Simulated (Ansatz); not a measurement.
This script makes an equation of state with a fit of HfRu, space group Pm-3m with Ansatz's Python interface.

`eos.py`:
```python
"""Energy against volume for HfRu, with a fit."""

import logging
import sys
import warnings

import ansatz
from ase.eos import EquationOfState
from ase.units import GPa
import numpy as np

logging.basicConfig(stream=sys.stdout, format="%(levelname)s %(message)s")
log = logging.getLogger("ansatz_job")
log.setLevel(logging.INFO)

vectors0 = np.array([
    [3.233, 0.0, 0.0],
    [0.0, 3.233, 0.0],
    [0.0, 0.0, 3.233],
])
sites = [
    ("Hf", (0.0, 0.0, 0.0)),
    ("Ru", (0.5, 0.5, 0.5)),
]


def build(cell):
    crystal = ansatz.Crystal(lattice=ansatz.Lattice.of(cell))
    for symbol, position in sites:
        crystal = crystal.atom(symbol, position)
    return crystal

warnings.simplefilter("ignore", ansatz.DeckWarning)

# uniform scaling of the cell
volumes, energies, pressures = [], [], []
for scale in np.linspace(0.94, 1.06, 7):
    cell = vectors0 * scale ** (1 / 3)
    calculation = (
        build(cell).calculation()
        .functional("pbesol")
        .basis(630)
        .occupations(ansatz.OccupationsMethod.GAUSSIAN)
        .scf(max_iterations=200, extra_bands=12)
        .kpoints(9, 9, 9)
        .stress()
    )
    summary = calculation.run(threads=1).report
    volumes.append(abs(np.linalg.det(cell)) / len(sites))
    energies.append(summary["free_energy_ev"] / len(sites))
    pressures.append(np.trace(summary["stress_gpa"]) / 3)
    log.info(f"V = {volumes[-1]:8.4f} A^3/atom  F = {energies[-1]:.5f} eV/atom  P = {pressures[-1]:8.3f} GPa")

eos = EquationOfState(volumes, energies, eos="birchmurnaghan")
v0, e0, bulk = eos.fit()
log.info(f"V0 = {v0:.4f} A^3/atom, E0 = {e0:.5f} eV/atom, B = {bulk / GPa:.1f} GPa")
```

Estimate the equilibrium volume and the bulk modulus.

A third-order Birch-Murnaghan fit through the 7 points has its minimum at 16.51 Å³ an atom, 2.3 % below the typed cell, with a bulk modulus of 214 GPa and dB/dP = 4.5. From that minimum the energy rises by 16.9 meV an atom on the compressed side and 68.8 meV on the expanded side.

The run itself:

Running `python eos.py` prints:
```text
INFO V =  15.8824 A^3/atom  F = -10708.01171 eV/atom  P =    8.984 GPa
INFO V =  16.2203 A^3/atom  F = -10708.02517 eV/atom  P =    3.877 GPa
INFO V =  16.5582 A^3/atom  F = -10708.02845 eV/atom  P =   -0.679 GPa
INFO V =  16.8961 A^3/atom  F = -10708.02264 eV/atom  P =   -4.755 GPa
INFO V =  17.2340 A^3/atom  F = -10708.00869 eV/atom  P =   -8.406 GPa
INFO V =  17.5720 A^3/atom  F = -10707.98746 eV/atom  P =  -11.668 GPa
INFO V =  17.9099 A^3/atom  F = -10707.95972 eV/atom  P =  -14.579 GPa
INFO V0 = 16.5053 A^3/atom, E0 = -10708.02857 eV/atom, B = 214.2 GPa
```

These settings explore the input space; cutoff and mesh may be short of convergence. The mesh is modest for a metal, so energies can be off by several to tens of meV an atom and pressures by half a GPa or more; differences at equal mesh fare better. Pressure is positive in compression. Spin-orbit coupling, which matters for elements this heavy, is left out. The starting cell is as deposited in a crystallographic database; the results hold for this polymorph, which needn't be the stable one. Finished in 20 s on 1 thread of Intel(R) Xeon(R) Processor @ 2.30GHz, on a shared host, peak memory 0.56 GiB.
